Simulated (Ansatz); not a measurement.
# WHO+ (singlet): the correlation ladder, def2-SVP

An exercise on one series of results from a longer session: the logs are not shown, and one member is left open.

Program: Ansatz 0.2.0, Gaussian basis. Level of theory: def2-SVP, core rule «outside noble gas», up to 5 orbitals frozen. These are calculated values, not measurements.

The runs, in order: UHF; CCSD(T) on RHF; CISD; CCSDT(Q) on RHF; CASSCF and NEVPT2, 12 electrons in 11 orbitals.

21 further runs of the same task are left out: 3 for a known fault of the program, 9 that didn't finish, 9 set aside as unsound or not needed. Runs told in other sessions of the task aren't counted.

### The system

The geometry is a PBE0/def2-TZVP stationary point (not a proven minimum). No spin-orbit coupling is included. Elements past krypton take def2 core potentials.

3 atoms, charge 1, spin multiplicity 1.

Atoms are counted from 1 here; the program's logs count them from 0.

Bond lengths: W1–O2 1.712 Å, O2–H3 0.973 Å. Angles: W1–O2–H3 180.0°.

Set-up of the first run:

The input, in.yaml:

```yaml
crystal:
  periodic: [false, false, false]
  atoms:
    - {symbol: W, position_ang: [0.000000, 0.000000, 1.465500]}
    - {symbol: O, position_ang: [0.000000, 0.000000, -0.246100]}
    - {symbol: H, position_ang: [0.000000, 0.000000, -1.219400]}
basis:
  gaussian: {orbitals: def2-SVP}
total_charge: 1
magnetization: {spin_polarized: true, initial_magnetization: 0}
hamiltonian: {xc: hf}
output: {orbitals: {seedname: orbitals}}
```

Started as:

```console
> ansatz run in.yaml --threads 1 --pin off --events-out ev --progress --plain --max-ram 2393MiB
```

Among the steps run: UHF; CCSD(T) on RHF; CISD; CCSDT(Q) on RHF; CASSCF and NEVPT2, 12 electrons in 11 orbitals.

One table of the session follows, with a row left open; its other results are not shown here.

| method | from RCCSDT(Q) (meV) |
| --- | --- |
| RHF | +8973.1 |
| UHF | +7940.1 |
| RMP2 | +887.8 |
| RCCSD | +543.1 |
| RCCSD(T) | +146.6 |
| RCCSDT | +37.3 |
| RCCSDT(Q) | 0 |
| CASSCF valence | +4749.3 |
| NEVPT2 valence | ? |

Q: Estimate the row for NEVPT2 valence from the others.

As computed: from RCCSDT(Q) (meV): +1309.1. In the column «from RCCSDT(Q) (meV)» it lies between RMP2 (+887.8) and CASSCF valence (+4749.3).

Not comparable, so not listed: CISD (they don't share determinant, frozen orbitals or solution with the rows shown, or repeat one).

Limits of these values: The determinant of HF (⟨S²⟩ 1.83) is far from a pure spin state, so its energy mixes those of several spin states; that is harmless only where they are near-degenerate. Warnings: restricted reference is unstable; spin contamination; large T1 diagnostic.
